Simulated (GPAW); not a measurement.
Runs of GPAW 26.7.0 on Sn. Symmetry: I4_1/amd, No. 141, tetragonal system. The conventional cell has a = 5.839 Å, b = 5.839 Å, c = 3.188 Å, α = 90.00°, β = 90.00°, γ = 90.00°. Sn (site symmetry -4m2) has 6 Sn at 3.03 to 3.19 Å as nearest neighbours. 

| task | level | potentials or basis | k mesh | kernel | eta | response ecut | scissors | domega0 | gap on the mesh (eV) | pressure (GPa) |
| --- | --- | --- | --- | --- | --- | --- | --- | --- | --- | --- |
| optical spectrum | LDA | the program's PAW data sets (release 1.2.1) made for this functional, pw | 12 × 12 × 16 | RPA | 0.2 eV | 40 eV | 0 eV | 0.05 eV | none | - |
| optical spectrum | PBE | GPAW PAW data sets (gpaw-data 1.2.1), pw | 8 × 8 × 10 | RPA | 0.2 eV | 40 eV | 0 eV | 0.05 eV | none | - |
| single point | PBE | GPAW PAW data sets (gpaw-data 1.2.1), pw | 8 × 8 × 10 | - | - | - | - | - | none | (a) |
| optical spectrum | LDA | the program's PAW data sets (release 1.2.1) made for this functional, pw | 8 × 8 × 10 | RPA | 0.2 eV | 40 eV | 0 eV | 0.05 eV | none | - |
| single point | LDA | the program's PAW data sets (release 1.2.1) made for this functional, pw | 12 × 12 × 16 | - | - | - | - | - | none | -2.3 |

Alike in all rows: no spin polarisation; cell as given; cutoff (eV) 600; smearing fermi-dirac 0.05 eV.

Q: Estimate the missing entries.

A: (a) 2.1.

Caveats: the intraband term hangs on this k mesh (some runs); the long-wavelength limit can be off by a per cent or two (some runs); independent-particle spectra lack excitons (some runs).

A k mesh can miss the band edges, and the runs leave out spin-orbit coupling on Sn.

A gap of «none» marks a metal or a gap under the smearing width.
